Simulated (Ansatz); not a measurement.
# MnS: the cost of one run

Computed with Ansatz 0.2.0 (DFT PBE, scalar-relativistic, plane waves, PAW, unless a step's input says otherwise).

The COD entry's cell or inner coordinates are ideal or old and differ from later refinements, so a difference from it is no clean test against experiment.

**1. Starting point**

The structure is cubic, space group Fm-3m (No. 225). Conventional cell: a = 5.209 Å, b = 5.209 Å, c = 5.209 Å, α = 90.00°, β = 90.00°, γ = 90.00°. Mn (site symmetry m-3m) is surrounded by 6 S at 2.60 Å. Around S (site symmetry m-3m) lie 6 Mn at 2.60 Å.

Coordinates:

```xyz
2
Lattice="0.0000 2.6045 2.6045 2.6045 0.0000 2.6045 2.6045 2.6045 0.0000" Properties=species:S:1:pos:R:3 pbc="T T T"
Mn    0.0000    0.0000    0.0000
S     2.6045    2.6045    2.6045
```

Starting moments: Mn 5.00 μB.

**2. First run, at the start cell**

input.yaml

```yaml
crystal:
  lattice:
    - [0.0, 2.6045, 2.6045]
    - [2.6045, 0.0, 2.6045]
    - [2.6045, 2.6045, 0.0]
  atoms:
    - { symbol: Mn, position: [0.0, 0.0, 0.0], spin: 5.0 }
    - { symbol: S, position: [0.5, 0.5, 0.5] }
basis:
  ecutwfc: 420
  ecutrho_ratio: 4
kpoints:
  mp_grid: { grid: [12, 12, 12] }
hamiltonian:
  xc: pbe
scf:
  occupations: { method: gaussian, width: 0.05 }
output:
  forces: true
  stress: true
  eigenvalues: true
  populations: true
magnetization:
  spin_polarized: true
```

Launch:

```bash
ansatz run input.yaml --threads 2 --pin off --max-ram 5120MiB --backend cpu --events-out ev --progress --plain --runs-dir out
```

Q: Estimate wall time and peak memory on 2 threads of Arm Neoverse V1, shared host.

About 4.9 s, with a peak of 0.36 GiB.
